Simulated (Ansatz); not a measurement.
# CdH₂OS: basis-set convergence

The task here is to estimate one member of a computed series from the others.

Program: Ansatz 0.2.0, Gaussian basis. Level of theory: one geometry, several basis sets. These are calculated values, not measurements.

Levels to be run: PBE0-D4/def2-SVP; ωB97M-V/def2-SVP; PBE0-D4/def2-QZVPP; ωB97M-V/def2-QZVPP; the functionals' def2-TZVPP values are taken from earlier runs.

## The geometry

The geometry comes from an earlier relaxation with PBE0-D4 in a triple-zeta def2 set; it is a stationary point. Cd takes the def2 core potential; no spin-orbit term is included.

5 atoms, charge 0, spin multiplicity 1.

Atoms are counted from 1 here; the program's logs count them from 0.

Bond lengths: O1–Cd2 1.968 Å, O1–H4 0.960 Å, Cd2–S3 2.318 Å, S3–H5 1.344 Å. Angles: Cd2–O1–H4 113.1°, O1–Cd2–S3 176.4°, Cd2–S3–H5 93.5°.

Set-up of the first run:

Input file in.yaml:

```yaml
crystal:
  periodic: [false, false, false]
  atoms:
    - {symbol: O, position_ang: [-0.572860, -1.675390, 1.072479]}
    - {symbol: Cd, position_ang: [-0.225291, 0.044655, 0.181913]}
    - {symbol: S, position_ang: [0.190926, 2.131802, -0.737219]}
    - {symbol: H, position_ang: [-0.875575, -2.357511, 0.468933]}
    - {symbol: H, position_ang: [1.482800, 1.856443, -0.986106]}
basis:
  gaussian: {orbitals: def2-SVP}
hamiltonian: {xc: pbe0, dispersion: d4}
output: {orbitals: {seedname: orbitals}}
```

Run with:

```bash
ansatz run in.yaml --threads 4 --pin off --events-out ev --progress --plain --max-ram 10444MiB
```

Among the steps run: PBE0-D4 in def2-SVP; ωB97M-V in def2-SVP; PBE0-D4 in def2-QZVPP; ωB97M-V in def2-QZVPP.

One table of the session follows, with a row left open; its other results are not shown here.

It belongs to the step «Density functionals: the series». 

| functional | basis | HOMO (eV) |
| --- | --- | --- |
| PBE0-D4 | def2-SVP | ? |
| PBE0-D4 | def2-TZVPP | -7.35 |
| PBE0-D4 | def2-QZVPP | -7.39 |
| ωB97M-V | def2-SVP | -9.32 |
| ωB97M-V | def2-TZVPP | -9.54 |
| ωB97M-V | def2-QZVPP | -9.59 |

Q: Estimate the row for PBE0-D4, def2-SVP from the others.

**Answer.** HOMO (eV): -7.17. In the column «HOMO (eV)» it is the highest.
